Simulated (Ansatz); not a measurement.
**C₂H₈O₂Si₂: one species, many methods**

The task here is to estimate one member of a computed series from the others.

Method: functionals in def2-TZVPP, the program's frozen cores in correlated methods; program: Ansatz 0.2.0, Gaussian basis.

Levels to be run: PBE-D4, r2SCAN-D4, PBE0-D4, B3LYP-D4, ωB97X-V, ωB97M-V, B2PLYP; CCSD(T)/def2-TZVPP; MP2/def2-QZVPP; extrapolation to the limit.

### The relaxed structure

An earlier PBE0-D4 in a triple-zeta def2 set relaxation fixed the geometry.

SMILES `C=C[SiH](O)[SiH2]O`, 14 atoms, charge 0, spin multiplicity 1.

Atoms are counted from 1 here; the program's logs count them from 0.

Bond lengths: C1–C2 1.331 Å, C1–H7 1.087 Å, C1–H8 1.087 Å, C2–Si3 1.854 Å, C2–H9 1.090 Å, Si3–O4 1.659 Å, Si3–Si5 2.352 Å, Si3–H10 1.496 Å, O4–H11 0.958 Å, Si5–O6 1.660 Å, Si5–H12 1.496 Å, Si5–H13 1.494 Å, O6–H14 0.958 Å. Angles: C2–C1–H7 122.0°, C2–C1–H8 122.0°, H7–C1–H8 116.0°, C1–C2–Si3 123.5°, C1–C2–H9 118.5°, Si3–C2–H9 118.1°, C2–Si3–O4 107.4°, C2–Si3–Si5 111.3°, C2–Si3–H10 110.3°, O4–Si3–Si5 109.5°, O4–Si3–H10 108.6°, Si5–Si3–H10 109.8°, Si3–O4–H11 117.0°, Si3–Si5–O6 108.1°, Si3–Si5–H12 110.3°, Si3–Si5–H13 110.9°, O6–Si5–H12 110.7°, O6–Si5–H13 110.7° and more.

Set-up of the first run:

Input file in.yaml:

```yaml
crystal:
  periodic: [false, false, false]
  atoms:
    - {symbol: C, position_ang: [-2.169105, -0.089927, 0.287286]}
    - {symbol: C, position_ang: [-1.429167, 1.015957, 0.302045]}
    - {symbol: Si, position_ang: [0.424293, 1.006424, 0.254673]}
    - {symbol: O, position_ang: [0.898766, 2.194088, -0.802195]}
    - {symbol: Si, position_ang: [1.248643, -1.070205, -0.479158]}
    - {symbol: O, position_ang: [0.662221, -2.244507, 0.536700]}
    - {symbol: H, position_ang: [-1.724489, -1.079920, 0.226052]}
    - {symbol: H, position_ang: [-3.253542, -0.057785, 0.347599]}
    - {symbol: H, position_ang: [-1.935431, 1.978616, 0.370074]}
    - {symbol: H, position_ang: [0.979187, 1.321006, 1.607651]}
    - {symbol: H, position_ang: [1.766312, 2.576301, -0.666294]}
    - {symbol: H, position_ang: [2.744594, -1.066302, -0.476685]}
    - {symbol: H, position_ang: [0.836985, -1.338581, -1.889552]}
    - {symbol: H, position_ang: [0.950724, -3.145165, 0.381795]}
basis:
  gaussian: {orbitals: def2-TZVPP}
hamiltonian: {xc: pbe, dispersion: d4}
output: {forces: true, orbitals: {seedname: orbitals}}
```

The run is started by

```sh
> ansatz run in.yaml --threads 2 --pin off --events-out ev --progress --plain --max-ram 22528MiB --backend cuda --devices 0, --max-vram 18GiB
```

Steps of the session up to this table: PBE-D4 (GGA); r2SCAN-D4 (meta-GGA); PBE0-D4 (hybrid); B3LYP-D4 (hybrid); ωB97X-V (range-separated); ωB97M-V (range-separated); B2PLYP (double hybrid); CCSD(T) in def2-TZVPP; MP2 in def2-QZVPP.

One of the session's tables, all rows but one given; the rest of the session is left out.

```
            method  atomisation energy (kcal/mol)
            PBE-D4                         1270.6
         r2SCAN-D4                         1257.7
           PBE0-D4                         1249.9
          B3LYP-D4                         1254.6
           ωB97X-V                         1260.3
           ωB97M-V                         1258.8
            B2PLYP                         1241.7
     HF/def2-TZVPP                          919.1
    MP2/def2-TZVPP                         1244.2
   CCSD/def2-TZVPP                         1207.5
CCSD(T)/def2-TZVPP                              ?
           MP2/CBS                         1279.5
       CCSD(T)/CBS                         1260.6
```

Estimate the missing values for CCSD(T)/def2-TZVPP.

**Answer.** atomisation energy (kcal/mol): 1225.3. In the column «atomisation energy (kcal/mol)» it lies between CCSD/def2-TZVPP (1207.5) and B2PLYP (1241.7).
